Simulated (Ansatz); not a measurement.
# C4S: what a guessed cell relaxes into, part 2 of 3

Where does this trial cell of C4S go when cell and atoms are let free?

Ansatz 0.2.0; DFT PBE, scalar-relativistic, plane waves, PAW. Earlier steps stand in the parts before.

## (3) Coarse relaxation

File input.yaml:

```yaml
crystal:
  lattice:
    - [-2.6183882, 2.6183882, 2.6183882]
    - [2.6183882, -2.6183882, 2.6183882]
    - [2.6183882, 2.6183882, -2.6183882]
  atoms:
    - { symbol: C, position: [0.43605548, 0.43605548, 0.43605548] }
    - { symbol: C, position: [0.56394452, 0.0, 0.0] }
    - { symbol: C, position: [0.0, 0.0, 0.56394452] }
    - { symbol: C, position: [0.0, 0.56394452, 0.0] }
    - { symbol: S, position: [0.0, 0.0, 0.0] }
basis:
  ecutwfc: 420
kpoints:
  mp_grid: { grid: [6, 6, 6] }
hamiltonian:
  xc: pbe
scf:
  occupations: { method: gaussian, width: 0.1 }
  lower_state_search: "off"
output:
  forces: true
  stress: true
  eigenvalues: true
relax:
  adjacent_minimum: "off"
  f_tol: 0.04
  max_steps: 70
  cell: { stress_tol: 0.4 }
```

Command:

```sh
$ ansatz run input.yaml --threads 1 --pin off --max-ram 2048MiB --backend cpu --events-out ev --progress --plain --runs-dir out
```

The log of the run:

```text
Warning: RAYON_NUM_THREADS=1 ignored (pool sized by the plan → 1); use --threads N
Engine: ansatz 0.2.0, aarch64-unknown-linux-gnu
Pseudopotentials: kind: paw
Pseudopotential: C, paw, valence charge 4, recommended cutoff 420 eV (normal), C.paw.azcp
Pseudopotential: S, paw, valence charge 6, recommended cutoff 420 eV (normal), S.paw.azcp
Functional definition: PBE
  parameter kappa = 0.804
  parameter beta = 0.06672455060314922
  exchange = pbe_x(kappa = kappa, mu = beta*pi^2/3)
  correlation = pbe_c(beta = beta)
Crystal: 5 atoms, lattice volume = 71.806 Å³
Basis set: ecut = 420 eV, 1433 PW (Γ), exchange–correlation on 64×64×64 points (8 copies of the dense FFT grid, shifted against one another)
Bands: 16, of which v1, the nominal top of the filled ones, is band 11 counted from 1 (10 counted from 0)
Symmetry: 24 space group operations
Space group: I-43m (ITA 217), of the structure as read, at distance tolerance 4.2e-5 Å
k-points: 16 of 216 (time reversal used)
Non-local potential: C, projectors of the file, l = 0: 2, l = 1: 2, l = 2: 1
Non-local potential: S, projectors of the file, l = 0: 2, l = 1: 2, l = 2: 2
PAW form: soft (Blöchl's): semilocal exchange-correlation on the pseudo side does not see the compensation charge
PAW one-centre angular grid: C, 110 points (default); XC on 64 Gauss nodes
PAW one-centre angular grid: S, 110 points (default); XC on 64 Gauss nodes
Initial density: superposition of atomic densities (neutral atoms: chi_scale 0, normalization atom), corrected by the library's trained network
Initial wavefunctions: pseudopotential atomic-orbital guess
Functional: x = pbe(κ = 0.804, μ = 0.2195149727645171), c = pbe(β = 0.06672455060314922)
SCF iter   1: F=—  HF=-1885.526162 eV  |F-HF|=—  |Δ(HF+E_count)|=         —  Δρ=7.34e-3  dr2=7.81e-2  ethr=1.77e-3  ⟨swp⟩=6.4  Hψ=1342  notcnv=0
preconditioner: auto → Kerker (q_TF=auto, 2.240 Å⁻¹)  [metal: Δε(μ)=0.079 eV  Ē_g=7.620 eV  σ=0.100 eV  W_gap=0.39  n_scr=12 (ndim 8)  ℏωp=20.6 eV  f_vac=0.000  D(μ)=3.11/eV (n_scr^D=18)]
SCF iter   2: F=—  HF=-1885.511245 eV  |F-HF|=—  |Δ(HF+E_count)|=   1.49e-2  Δρ=3.68e-3  dr2=1.89e-2  ethr=3.55e-4  ⟨swp⟩=1.0  Hψ=384  notcnv=0
SCF iter   3: F=—  HF=-1885.506627 eV  |F-HF|=—  |Δ(HF+E_count)|=   4.62e-3  Δρ=8.52e-4  dr2=8.76e-4  ethr=8.57e-5  ⟨swp⟩=2.7  Hψ=441  notcnv=0
SCF iter   4: F=—  HF=-1885.506494 eV  |F-HF|=—  |Δ(HF+E_count)|=   1.32e-4  Δρ=2.13e-4  dr2=4.06e-5  ethr=3.98e-6  ⟨swp⟩=2.1  Hψ=420  notcnv=0
SCF iter   5: F=—  HF=-1885.506534 eV  |F-HF|=—  |Δ(HF+E_count)|=   3.91e-5  Δρ=5.12e-5  dr2=2.22e-6  ethr=1.85e-7  ⟨swp⟩=2.8  Hψ=440  notcnv=0
SCF iter   6: F=-1885.506538 eV  HF=-1885.506538 eV  |F-HF|=1.20e-7  |Δ(HF+E_count)|=   4.29e-6  Δρ=9.10e-6  dr2=5.39e-8  ethr=4.55e-10  ⟨swp⟩=4.0  Hψ=1233  notcnv=0
SCF 1 converged in 6 iterations: F = -1885.506538 eV  dr2 = 5.39e-8
relax step   1: F+E_penalty+E_count = -1885.50653793 eV  Δ(F+E_penalty+E_count) = +0.000e0 eV  max|allowed force component| = 6.239e-1 eV/Å  Δτ_max = 0.0000 Å  P = -20.317 GPa  Ω = 71.806 Å³  (6 SCF iters, dr2 threshold 1.00e-7 eV, accepted)
Crystal: 5 atoms, lattice volume = 61.603 Å³
Basis set: ecut = 420 eV, 1205 PW (Γ), exchange–correlation on 64×64×64 points (8 copies of the dense FFT grid, shifted against one another)
Initial density: handed on by an earlier stage of this run
Initial wavefunctions: those handed on with the density
iter 1 solved again at ethr=4.60e-4 eV; its pass at ethr=3.10e-3 eV (dr2=1.01e-1 eV) is discarded
SCF iter   1: F=—  HF=-1886.694359 eV  |F-HF|=—  |Δ(HF+E_count)|=         —  Δρ=1.41e-2  dr2=1.08e-1  ethr=4.60e-4  ⟨swp⟩=1.0  Hψ=1891  notcnv=0
preconditioner: auto → none  [insulator: Δε(μ)=0.145 eV  Ē_g=8.330 eV  σ=0.100 eV  W_gap=0.69  n_scr=12 (ndim 8)  ℏωp=22.2 eV  f_vac=0.000  D(μ)=2.53/eV (n_scr^D=18)  ε∞_Penn≈8.1]
SCF iter   2: F=—  HF=-1886.673058 eV  |F-HF|=—  |Δ(HF+E_count)|=   2.13e-2  Δρ=4.38e-3  dr2=5.79e-3  ethr=4.60e-4  ⟨swp⟩=2.2  Hψ=442  notcnv=0
SCF iter   3: F=—  HF=-1886.673446 eV  |F-HF|=—  |Δ(HF+E_count)|=   3.88e-4  Δρ=1.46e-3  dr2=6.47e-4  ethr=2.63e-5  ⟨swp⟩=1.0  Hψ=256  notcnv=0
SCF iter   4: F=—  HF=-1886.673634 eV  |F-HF|=—  |Δ(HF+E_count)|=   1.88e-4  Δρ=1.07e-4  dr2=4.38e-6  ethr=2.94e-6  ⟨swp⟩=2.2  Hψ=429  notcnv=0
SCF iter   5: F=—  HF=-1886.673649 eV  |F-HF|=—  |Δ(HF+E_count)|=   1.52e-5  Δρ=1.46e-5  dr2=8.75e-8  ethr=1.99e-8  ⟨swp⟩=2.1  Hψ=408  notcnv=0
SCF iter   6: F=-1886.673649 eV  HF=-1886.673649 eV  |F-HF|=7.03e-10  |Δ(HF+E_count)|=   1.07e-7  Δρ=3.44e-6  dr2=4.82e-9  ethr=3.98e-10  ⟨swp⟩=2.1  Hψ=942  notcnv=0
SCF 2 converged in 6 iterations: F = -1886.673649 eV  dr2 = 4.82e-9
relax step   2: F+E_penalty+E_count = -1886.67364930 eV  Δ(F+E_penalty+E_count) = -1.167e0 eV  max|allowed force component| = 5.800e-1 eV/Å  Δτ_max = 0.0314 Å  P = -19.931 GPa  Ω = 61.603 Å³  energy of the carried Pulay correction = +1.525e-2 eV  (6 SCF iters, dr2 threshold 5.00e-7 eV, accepted)
Crystal: 5 atoms, lattice volume = 52.601 Å³
Basis set: ecut = 420 eV, 1055 PW (Γ), exchange–correlation on 64×64×64 points (8 copies of the dense FFT grid, shifted against one another)
iter 1 solved again at ethr=9.26e-4 eV; its pass at ethr=3.10e-3 eV (dr2=2.04e-1 eV) is discarded
SCF iter   1: F=—  HF=-1887.827754 eV  |F-HF|=—  |Δ(HF+E_count)|=         —  Δρ=2.58e-2  dr2=2.07e-1  ethr=9.26e-4  ⟨swp⟩=1.1  Hψ=2101  notcnv=0
preconditioner: auto → Kerker (q_TF=auto, 2.359 Å⁻¹)  [metal: Δε(μ)=0.112 eV  Ē_g=9.264 eV  σ=0.100 eV  W_gap=0.45  n_scr=12 (ndim 8)  ℏωp=24.0 eV  f_vac=0.000  D(μ)=3.12/eV (n_scr^D=42)]
SCF iter   2: F=—  HF=-1887.781592 eV  |F-HF|=—  |Δ(HF+E_count)|=   4.62e-2  Δρ=1.39e-2  dr2=6.09e-2  ethr=9.26e-4  ⟨swp⟩=2.1  Hψ=351  notcnv=0
SCF iter   3: F=—  HF=-1887.762160 eV  |F-HF|=—  |Δ(HF+E_count)|=   1.94e-2  Δρ=1.31e-3  dr2=1.04e-3  ethr=2.77e-4  ⟨swp⟩=2.8  Hψ=497  notcnv=0
SCF iter   4: F=—  HF=-1887.762539 eV  |F-HF|=—  |Δ(HF+E_count)|=   3.79e-4  Δρ=4.24e-4  dr2=1.35e-4  ethr=4.74e-6  ⟨swp⟩=2.3  Hψ=419  notcnv=0
SCF iter   5: F=—  HF=-1887.762633 eV  |F-HF|=—  |Δ(HF+E_count)|=   9.37e-5  Δρ=8.72e-5  dr2=3.22e-6  ethr=6.16e-7  ⟨swp⟩=2.1  Hψ=415  notcnv=0
SCF iter   6: F=-1887.762638 eV  HF=-1887.762638 eV  |F-HF|=8.71e-8  |Δ(HF+E_count)|=   5.05e-6  Δρ=1.42e-5  dr2=6.51e-8  ethr=2.27e-9  ⟨swp⟩=6.1  Hψ=1242  notcnv=0
SCF 3 converged in 6 iterations: F = -1887.762638 eV  dr2 = 6.51e-8
relax step   3: F+E_penalty+E_count = -1887.76263790 eV  Δ(F+E_penalty+E_count) = -1.089e0 eV  max|allowed force component| = 2.054e-1 eV/Å  Δτ_max = 0.0808 Å  P = -10.427 GPa  Ω = 52.601 Å³  energy of the carried Pulay correction = +3.079e-2 eV  (6 SCF iters, dr2 threshold 5.00e-7 eV, accepted)
Crystal: 5 atoms, lattice volume = 44.521 Å³
Basis set: ecut = 420 eV, 887 PW (Γ), exchange–correlation on 64×64×64 points (8 copies of the dense FFT grid, shifted against one another)
iter 1 solved again at ethr=6.33e-4 eV; its pass at ethr=3.10e-3 eV (dr2=1.39e-1 eV) is discarded
SCF iter   1: F=—  HF=-1888.187045 eV  |F-HF|=—  |Δ(HF+E_count)|=         —  Δρ=2.34e-2  dr2=1.41e-1  ethr=6.33e-4  ⟨swp⟩=1.0  Hψ=1980  notcnv=0
preconditioner: auto → none  [insulator: Δε(μ)=0.344 eV  Ē_g=10.436 eV  σ=0.100 eV  W_gap=0.64  n_scr=12 (ndim 8)  ℏωp=26.1 eV  f_vac=0.000  D(μ)=1.33/eV (n_scr^D=12)  ε∞_Penn≈7.3]
SCF iter   2: F=—  HF=-1888.153446 eV  |F-HF|=—  |Δ(HF+E_count)|=   3.36e-2  Δρ=8.76e-3  dr2=1.64e-2  ethr=6.33e-4  ⟨swp⟩=2.9  Hψ=499  notcnv=0
SCF iter   3: F=—  HF=-1888.151497 eV  |F-HF|=—  |Δ(HF+E_count)|=   1.95e-3  Δρ=1.52e-3  dr2=4.72e-4  ethr=7.48e-5  ⟨swp⟩=2.1  Hψ=434  notcnv=0
SCF iter   4: F=—  HF=-1888.151587 eV  |F-HF|=—  |Δ(HF+E_count)|=   9.01e-5  Δρ=2.55e-4  dr2=1.29e-5  ethr=2.14e-6  ⟨swp⟩=2.7  Hψ=437  notcnv=0
iter 5 did not close the SCF: its close was put off for the readings that it lacked (scf_convergence_deferred on its scf_iter line)
SCF iter   5: F=-1888.151596 eV  HF=-1888.151596 eV  |F-HF|=8.84e-8  |Δ(HF+E_count)|=   9.31e-6  Δρ=2.01e-5  dr2=1.16e-7  ethr=5.87e-8  ⟨swp⟩=2.8  Hψ=439  notcnv=0
SCF iter   6: F=-1888.151596 eV  HF=-1888.151596 eV  |F-HF|=1.29e-9  |Δ(HF+E_count)|=   1.15e-7  Δρ=2.38e-6  dr2=1.38e-9  ethr=5.26e-10  ⟨swp⟩=2.1  Hψ=914  notcnv=0
SCF 4 converged in 6 iterations: F = -1888.151596 eV  dr2 = 1.38e-9
relax step   4: F+E_penalty+E_count = -1888.15159629 eV  Δ(F+E_penalty+E_count) = -3.890e-1 eV  max|allowed force component| = 7.985e-2 eV/Å  Δτ_max = 0.0939 Å  P = +0.984 GPa  Ω = 44.521 Å³  energy of the carried Pulay correction = +4.678e-2 eV  (6 SCF iters, dr2 threshold 5.00e-7 eV, accepted)
Crystal: 5 atoms, lattice volume = 45.281 Å³
Basis set: ecut = 420 eV, 935 PW (Γ), exchange–correlation on 64×64×64 points (8 copies of the dense FFT grid, shifted against one another)
iter 1 solved again at ethr=1.44e-5 eV; its pass at ethr=3.10e-3 eV (dr2=3.16e-3 eV) is discarded
SCF iter   1: F=—  HF=-1888.153956 eV  |F-HF|=—  |Δ(HF+E_count)|=         —  Δρ=3.42e-3  dr2=2.98e-3  ethr=1.44e-5  ⟨swp⟩=2.3  Hψ=1779  notcnv=0
preconditioner: auto → none  [insulator: Δε(μ)=0.115 eV  Ē_g=10.322 eV  σ=0.100 eV  W_gap=0.58  n_scr=12 (ndim 8)  ℏωp=25.9 eV  f_vac=0.000  D(μ)=1.52/eV (n_scr^D=12)  ε∞_Penn≈7.3]
SCF iter   2: F=—  HF=-1888.153361 eV  |F-HF|=—  |Δ(HF+E_count)|=   5.95e-4  Δρ=1.40e-3  dr2=3.71e-4  ethr=1.35e-5  ⟨swp⟩=2.6  Hψ=425  notcnv=0
SCF iter   3: F=—  HF=-1888.153336 eV  |F-HF|=—  |Δ(HF+E_count)|=   2.51e-5  Δρ=2.72e-4  dr2=1.33e-5  ethr=1.69e-6  ⟨swp⟩=1.1  Hψ=271  notcnv=0
iter 4 did not close the SCF: its close was put off for the readings that it lacked (scf_convergence_deferred on its scf_iter line)
SCF iter   4: F=-1888.153338 eV  HF=-1888.153338 eV  |F-HF|=8.61e-9  |Δ(HF+E_count)|=   1.80e-6  Δρ=2.83e-5  dr2=1.95e-7  ethr=6.04e-8  ⟨swp⟩=2.4  Hψ=429  notcnv=0
iter 5 did not close the SCF: its close was put off for the readings that it lacked (scf_convergence_deferred on its scf_iter line)
SCF iter   5: F=-1888.153338 eV  HF=-1888.153338 eV  |F-HF|=2.56e-9  |Δ(HF+E_count)|=   3.00e-8  Δρ=3.09e-6  dr2=4.57e-9  ethr=8.85e-10  ⟨swp⟩=2.7  Hψ=465  notcnv=0
SCF iter   6: F=-1888.153338 eV  HF=-1888.153338 eV  |F-HF|=3.12e-11  |Δ(HF+E_count)|=   1.20e-9  Δρ=3.48e-7  dr2=2.71e-11  ethr=2.08e-11  ⟨swp⟩=1.2  Hψ=788  notcnv=0
SCF 5 converged in 6 iterations: F = -1888.153338 eV  dr2 = 2.71e-11
relax step   5: F+E_penalty+E_count = -1888.15333789 eV  Δ(F+E_penalty+E_count) = -1.742e-3 eV  max|allowed force component| = 3.595e-2 eV/Å  Δτ_max = 0.0180 Å  P = -0.432 GPa  Ω = 45.281 Å³  energy of the carried Pulay correction = +4.518e-2 eV  (6 SCF iters, dr2 threshold 5.00e-7 eV, accepted)
Crystal: 5 atoms, lattice volume = 45.046 Å³
iter 1 solved again at ethr=1.40e-6 eV; its pass at ethr=3.10e-3 eV (dr2=3.08e-4 eV) is discarded
SCF iter   1: F=—  HF=-1888.154824 eV  |F-HF|=—  |Δ(HF+E_count)|=         —  Δρ=1.07e-3  dr2=2.91e-4  ethr=1.40e-6  ⟨swp⟩=2.4  Hψ=1763  notcnv=0
preconditioner: auto → Kerker (q_TF=auto, 2.421 Å⁻¹)  [metal: Δε(μ)=0.093 eV  Ē_g=10.357 eV  σ=0.100 eV  W_gap=0.47  n_scr=12 (ndim 8)  ℏωp=26.0 eV  f_vac=0.000  D(μ)=1.68/eV (n_scr^D=12)]
SCF iter   2: F=—  HF=-1888.154772 eV  |F-HF|=—  |Δ(HF+E_count)|=   5.17e-5  Δρ=5.73e-4  dr2=8.10e-5  ethr=1.32e-6  ⟨swp⟩=1.2  Hψ=285  notcnv=0
SCF iter   3: F=—  HF=-1888.154759 eV  |F-HF|=—  |Δ(HF+E_count)|=   1.28e-5  Δρ=7.10e-5  dr2=2.24e-6  ethr=3.68e-7  ⟨swp⟩=2.6  Hψ=443  notcnv=0
iter 4 did not close the SCF: its close was put off for the readings that it lacked (scf_convergence_deferred on its scf_iter line)
SCF iter   4: F=-1888.154760 eV  HF=-1888.154760 eV  |F-HF|=4.82e-8  |Δ(HF+E_count)|=   4.22e-7  Δρ=1.63e-5  dr2=1.20e-7  ethr=1.02e-8  ⟨swp⟩=2.1  Hψ=420  notcnv=0
iter 5 did not close the SCF: its close was put off for the readings that it lacked (scf_convergence_deferred on its scf_iter line)
SCF iter   5: F=-1888.154760 eV  HF=-1888.154760 eV  |F-HF|=2.08e-9  |Δ(HF+E_count)|=   7.16e-8  Δρ=2.30e-6  dr2=1.38e-9  ethr=5.44e-10  ⟨swp⟩=2.1  Hψ=419  notcnv=0
SCF iter   6: F=-1888.154760 eV  HF=-1888.154760 eV  |F-HF|=8.19e-11  |Δ(HF+E_count)|=   2.35e-9  Δρ=4.69e-7  dr2=3.63e-11  ethr=6.25e-12  ⟨swp⟩=1.0  Hψ=753  notcnv=0
SCF 6 converged in 6 iterations: F = -1888.154760 eV  dr2 = 3.63e-11
relax step   6: F+E_penalty+E_count = -1888.15475981 eV  Δ(F+E_penalty+E_count) = -1.422e-3 eV  max|allowed force component| = 2.542e-4 eV/Å  Δτ_max = 0.0056 Å  P = -0.032 GPa  Ω = 45.046 Å³  energy of the carried Pulay correction = +4.568e-2 eV  (6 SCF iters, dr2 threshold 4.67e-7 eV, accepted)
Basis set: ecut = 420 eV, 935 PW (Γ), exchange–correlation on 54×54×54 points (8 copies of the dense FFT grid, shifted against one another)
Initial wavefunctions: pseudopotential atomic-orbital guess (no wavefunctions were taken with the density)
iter 1 solved again at ethr=9.49e-7 eV; its pass at ethr=3.10e-3 eV (dr2=2.09e-4 eV) is discarded
SCF iter   1: F=—  HF=-1888.143246 eV  |F-HF|=—  |Δ(HF+E_count)|=         —  Δρ=5.99e-4  dr2=2.18e-5  ethr=9.49e-7  ⟨swp⟩=3.1  Hψ=2143  notcnv=0
preconditioner: auto → Kerker (q_TF=auto, 2.421 Å⁻¹)  [metal: Δε(μ)=0.097 eV  Ē_g=10.359 eV  σ=0.100 eV  W_gap=0.49  n_scr=12 (ndim 8)  ℏωp=26.0 eV  f_vac=0.000  D(μ)=1.67/eV (n_scr^D=12)]
SCF iter   2: F=—  HF=-1888.143270 eV  |F-HF|=—  |Δ(HF+E_count)|=   2.35e-5  Δρ=3.20e-4  dr2=5.73e-6  ethr=9.89e-8  ⟨swp⟩=2.1  Hψ=420  notcnv=0
SCF iter   3: F=—  HF=-1888.143289 eV  |F-HF|=—  |Δ(HF+E_count)|=   1.97e-5  Δρ=1.79e-5  dr2=4.72e-8  ethr=2.61e-8  ⟨swp⟩=2.0  Hψ=421  notcnv=0
SCF iter   4: F=—  HF=-1888.143294 eV  |F-HF|=—  |Δ(HF+E_count)|=   4.83e-6  Δρ=7.24e-7  dr2=1.25e-10  ethr=2.14e-10  ⟨swp⟩=2.1  Hψ=440  notcnv=0
iter 5 did not close the SCF: its close was put off for the readings that it lacked (scf_convergence_deferred on its scf_iter line)
SCF iter   5: F=-1888.143294 eV  HF=-1888.143294 eV  |F-HF|=9.09e-13  |Δ(HF+E_count)|=  1.46e-11  Δρ=1.37e-7  dr2=4.89e-12  ethr=1.00e-12  ⟨swp⟩=2.9  Hψ=432  notcnv=0
SCF iter   6: F=-1888.143294 eV  HF=-1888.143294 eV  |F-HF|=2.27e-13  |Δ(HF+E_count)|=  1.14e-12  Δρ=1.90e-8  dr2=1.32e-13  ethr=1.00e-12  ⟨swp⟩=1.2  Hψ=586  notcnv=0
SCF 7 converged in 6 iterations: F = -1888.143294 eV  dr2 = 1.32e-13
relax step   7: F+E_penalty+E_count = -1888.14329431 eV  Δ(F+E_penalty+E_count) = +1.147e-2 eV  max|allowed force component| = 8.241e-4 eV/Å  Δτ_max = 0.0000 Å  P = -0.339 GPa  Ω = 45.046 Å³  stress off target by 3.39e-1 GPa  SCF on the basis re-selected at this cell (its energy is not comparable with the rows above)  (6 SCF iters)
basis re-selected at this cell: Δ(F+E_penalty+E_count) = +1.147e-2 eV, ΔP = -0.306 GPa vs the last step (what re-selecting the basis moved, of the pressure what is left beyond the Pulay correction that the steps carried, after the strain that the cell walked since its last selection, with what the two solves' SCF thresholds leave and, on support functions, any second-order correction that the steps lacked; it is no measure of the basis error at this ecutwfc). The dense FFT grid was sized anew with the basis: this SCF ran on 27×27×27 points, the steps before it on 32×32×32, so part of this shift can come from that change (see relax.cell in the input reference). This SCF's stress stands 3.39e-1 GPa from its target on what of the cell is left free (relax.cell.stress_tol is 4.00e-1 GPa) and its largest allowed force component is 8.24e-4 eV/Å (relax.f_tol is 4.00e-2 eV/Å): within both
SCF converged after 6 iterations
Free energy (F): -1888.143294 eV
Harris-Foulkes:  -1888.143294 eV  (|F-HF|=2.27e-13)
Internal energy: -1888.134923 eV  (E = F + TS)
E sigma→0 (E₀):  -1888.139109 eV
Entropy (-TS):   -0.008371 eV (-1.674 meV/atom)
Fermi energy:    9.875318 eV
--- Per-component energies (eV) ---
  E_band       = 38.303569
  E_kinetic    = 442.535021
  E_local      = -387.974784  (includes V_loc(G=0)·N_el)
  E_nonlocal   = 138.946165
  E_hartree    = 94.855954
  E_xc         = -284.363200
  E_vxc        = -319.445447  (∫ρ·V_xc dr)
  E_paw        = -992.236701  (= ΣΔE_a)
  E_vpaw       = -25.469302  (= ΣTr[D̂ρ^β])
  E_aug_tail   = 0.000014  (compensation charges beyond the density's cutoff)
  E_ewald      = -899.897391
  E_smearing   = -0.008371  (= −TS)
  E_closure    = 0.000000  (closes the sum)
  Σ components = -1888.143294   (vs F -1888.143294, Δ=0.00e0)
--- Forces (eV/Å), atoms counted from 1 ---
  atom   1  C      0.00082412     0.00082412     0.00082412
  atom   2  C      0.00082412    -0.00082412    -0.00082412
  atom   3  C     -0.00082412    -0.00082412     0.00082412
  atom   4  C     -0.00082412     0.00082412    -0.00082412
  atom   5  S      0.00000000     0.00000000    -0.00000000
  max |Σ_I F_I| component: 6.06e-16 eV/Å
--- Stress (GPa, compression-positive) ---
       -0.338727       0.000000       0.000000
        0.000000      -0.338727      -0.000000
       -0.000000      -0.000000      -0.338727
  P = ⅓ Tr σ = -0.3387 GPa (-3.387 kbar)
--- Band table (eV; the first three rows and the last of 16) ---
  k-point 0: bands = ["-11.0400", "-1.5192", "-1.5192", "-1.5192", "2.5211", "2.5211", "2.5211", "2.5619", "6.3585", "6.3585", "6.3585", "12.4182", "12.4182", "12.6530", "12.6530", "12.6530"]
  k-point 1: bands = ["-10.8343", "-2.6599", "-1.9505", "-1.5000", "2.0953", "2.1239", "3.2008", "4.3479", "6.3723", "6.5441", "7.3145", "11.1271", "11.6715", "12.7518", "13.3153", "13.5196"]
  k-point 2: bands = ["-10.3359", "-4.3347", "-2.5462", "-1.4724", "1.5234", "1.6116", "5.0631", "6.6737", "6.6875", "7.4129", "9.2126", "9.4518", "10.3597", "12.4697", "13.0082", "13.7053"]
  k-point 15: bands = ["-9.2817", "-4.1582", "-4.1582", "-4.1582", "2.6273", "2.6273", "6.2629", "6.2629", "6.2629", "7.1560", "9.8491", "9.8491", "9.8491", "14.8402", "14.8402", "14.8402"]
--- Relaxed structure (6 steps of the walk, 6 accepted, 1 SCFs on fresh bases) ---
  F+E_penalty+E_count = -1888.14329431 eV   max|allowed force component| = 8.241e-4 eV/Å   (the final SCF, on the basis selected at the relaxed cell)
  cell:  # Å, volume = 45.0458 Å³
    - [-2.2414619052567124, 2.241461905256713, 2.2414619052567124]
    - [2.2414619052567124, -2.241461905256713, 2.2414619052567124]
    - [2.2414619052567124, 2.241461905256713, -2.2414619052567124]
  atoms:
    - { symbol: C, position: [0.4431175153221784, 0.4431175153221784, 0.4431175153221784] }
    - { symbol: C, position: [0.5568824846778215, 0.0, 0.0] }
    - { symbol: C, position: [0.0, 0.0, 0.5568824846778215] }
    - { symbol: C, position: [0.0, 0.5568824846778215, 0.0] }
    - { symbol: S, position: [2.484434139640956e-19, -4.968868279281903e-19, -2.8156920249264083e-19] }
```

It took 16 s on 1 thread of Arm Neoverse V2, shared host; peak memory 0.39 GiB.

The steps of the relaxation:

| step | E - E(step 1) (eV/cell) | largest force component (eV/Å) | pressure (GPa) | volume (Å³) |
| --- | --- | --- | --- | --- |
| 1 | 0.0000 | 0.6239 | -20.32 | 71.81 |
| 2 | -1.1671 | 0.5800 | -19.93 | 61.60 |
| 3 | -2.2561 | 0.2054 | -10.43 | 52.60 |
| 4 | -2.6451 | 0.0799 | 0.98 | 44.52 |
| 5 | -2.6468 | 0.0360 | -0.43 | 45.28 |
| 6 | -2.6482 | 0.0003 | -0.03 | 45.05 |
| 7 | -2.6368 | 0.0008 | -0.34 | 45.05 |

Step 1 is the start. Step 7 repeats the geometry before it on a plane-wave basis chosen anew for that cell, so its energy need not be comparable with the rows above.

Lengths and angles in the start's conventional setting:

|  | before | after | change |
| --- | --- | --- | --- |
| a (Å) | 5.237 | 4.483 | -14.4 % |
| b (Å) | 5.237 | 4.483 | -14.4 % |
| c (Å) | 5.237 | 4.483 | -14.4 % |
| volume (Å³/atom) | 14.36 | 9.01 | -37.3 % |
| shortest distance (Å) | 1.978 | 1.720 | -13.0 % |
| space group (0.01 Å) | I-43m | I-43m | same |

The run keeps the 24 symmetry operations of the start, so it could not have lowered the symmetry.

(Continued in part 3 of 3.)
